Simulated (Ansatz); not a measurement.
# GdTl3: the cost of one run

Program: Ansatz 0.2.0. Level of theory: DFT, at the levels named in each step. These are calculated values, not measurements.

2 further runs of the same task are left out: 2 that didn't finish.

## Step 1: The structure to begin with

It takes space group Pm-3m (No. 221, cubic). The conventional cell has a = 4.690 Å, b = 4.690 Å, c = 4.690 Å, α = 90.00°, β = 90.00°, γ = 90.00°. Gd (site symmetry m-3m) has 12 Tl at 3.32 Å as nearest neighbours. Tl (site symmetry 4/mmm) is surrounded by 4 Gd at 3.32 Å and 8 Tl at 3.32 Å.

Coordinates:

```cif
data_structure
_symmetry_space_group_name_H-M 'Pm-3m'
_symmetry_Int_Tables_number 221
_cell_length_a 4.6900
_cell_length_b 4.6900
_cell_length_c 4.6900
_cell_angle_alpha 90.000
_cell_angle_beta 90.000
_cell_angle_gamma 90.000
_cell_volume 103.16
loop_
_atom_site_label
_atom_site_type_symbol
_atom_site_symmetry_multiplicity
_atom_site_Wyckoff_symbol
_atom_site_fract_x
_atom_site_fract_y
_atom_site_fract_z
_atom_site_occupancy
Gd1 Gd 1 a 0.00000 0.00000 0.00000 1
Tl1 Tl 3 c 0.00000 0.50000 0.50000 1
```

The file gives the conventional cell by its symmetry; the runs use the cell typed in the input.

Atoms are numbered in the order of the input: Gd1, Tl2, Tl3, Tl4.

## Step 2: No U, PAW

input.yaml reads:

```yaml
crystal:
  lattice:
    - [4.69, 0.0, 0.0]
    - [0.0, 4.69, 0.0]
    - [0.0, 0.0, 4.69]
  atoms:
    - { symbol: Gd, position: [0.0, 0.0, 0.0], spin: 7.0 }
    - { symbol: Tl, position: [0.0, 0.5, 0.5] }
    - { symbol: Tl, position: [0.5, 0.0, 0.5] }
    - { symbol: Tl, position: [0.5, 0.5, 0.0] }
magnetization:
  spin_polarized: true
kpoints:
  mp_grid: { grid: [6, 6, 6] }
scf:
  occupations: { method: fermi_dirac, width: 0.05 }
hamiltonian:
  xc: r2scan
  pseudopotentials: { kind: paw }
output:
  forces: true
  stress: true
  eigenvalues: true
  hubbard: { sites: [{ species: Gd, l: f }] }
  populations: true
  write_density: true
  write_potential: true
  elf: true
  volumetric_format: npy
```

The run is started by

```sh
> ansatz run input.yaml --threads 2 --pin off --max-ram 6144MiB --backend cpu --events-out ev --progress --plain --runs-dir out
```

Q: Estimate wall time and peak memory on 2 threads of Arm Neoverse V1, shared host.

About 27 s, with a peak of 0.7 GiB.
